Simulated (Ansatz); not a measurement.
# LuSb: how the settings move a single-point run

Question: which choices in the input matter for LuSb?

Method: reference: DFT, PBEsol, PAW with Ansatz's default frozen-core files, fully relativistic files with spin-orbit coupling; levels and slopes on a fine mesh, in Ansatz 0.2.0.

## (1) Starting point

It takes space group Fm-3m (No. 225, cubic). Conventional cell: a = 5.996 Å, b = 5.996 Å, c = 5.996 Å, α = 90.00°, β = 90.00°, γ = 90.00°. Lu (site symmetry m-3m) is surrounded by 6 Sb at 3.00 Å. Sb (site symmetry m-3m) is surrounded by 6 Lu at 3.00 Å.

Coordinates:

```
CELL_PARAMETERS angstrom
0.00000 2.99820 2.99820
2.99820 0.00000 2.99820
2.99820 2.99820 0.00000
ATOMIC_POSITIONS crystal
Lu 0.00000 0.00000 0.00000
Sb 0.50000 0.50000 0.50000
```

## (2) The reference run

The input, input.yaml:

```yaml
crystal:
  lattice:
    - [0.0, 2.99820106457, 2.99820106457]
    - [2.99820106457, 0.0, 2.99820106457]
    - [2.99820106457, 2.99820106457, 0.0]
  atoms:
    - { symbol: Lu, position: [0.0, 0.0, 0.0] }
    - { symbol: Sb, position: [0.5, 0.5, 0.5] }
kpoints:
  mp_grid: { grid: [12, 12, 12] }
scf:
  occupations: { method: fermi_dirac, width: 0.1 }
hamiltonian:
  xc: pbesol
  pseudopotentials: { kind: paw_fr }
magnetization:
  noncollinear: true
  spin_orbit: true
output:
  forces: true
  stress: true
  eigenvalues: true
  eigenstates:
    nscf_kmesh: { grid: [12, 12, 12] }
    de_dk: true
    e_range: [-14, 14]
checkpoint:
  write: ck
  write_wavefunctions: false
```

Started as:

```
$ ansatz run input.yaml --threads 1 --pin off --max-ram 3072MiB --backend cpu --events-out ev --progress --plain --runs-dir out
```

## (3) Changing settings: occupations.method tetrahedron, width left out

Edit input.yaml of step 2 so:

```diff
@@ -11,3 +11,3 @@
 scf:
-  occupations: { method: fermi_dirac, width: 0.1 }
+  occupations: { method: tetrahedron }
 hamiltonian:
```

**Question.** What will these runs give? Wanted: for each run, ending; energy change; pressure; gap; force.

As calculated:

```csv
run,ending,energy change,pressure (GPa),gap (eV),force (eV/Å),cycles,time
reference,converged,0,-0.3,0.00,0.00,-,41 s
"1: occupations.method tetrahedron, width left out",converged,0.0 meV/atom (σ→0),-0.2,0.00,0.00,13,38 s
```

Residual by cycle in the longest SCF loop of each run; runs are numbered as in the table. The quantity is the density residual dr2, in eV.

```csv
cycle,reference,run 1
1,1.51,1.5
2,0.67,0.667
3,0.0985,0.0977
4,0.0085,0.00851
5,0.00108,0.00111
6,1.4e-4,1.5e-4
8,2.0e-6,1.9e-6
9,1.5e-7,1.5e-7
10,8.0e-9,7.3e-9
11,1.8e-10,1.4e-10
12,1.9e-11,1.2e-11
13,7.6e-13,3.6e-13
```

Changing the smearing leaves the energy as it was (0.0 meV/atom).
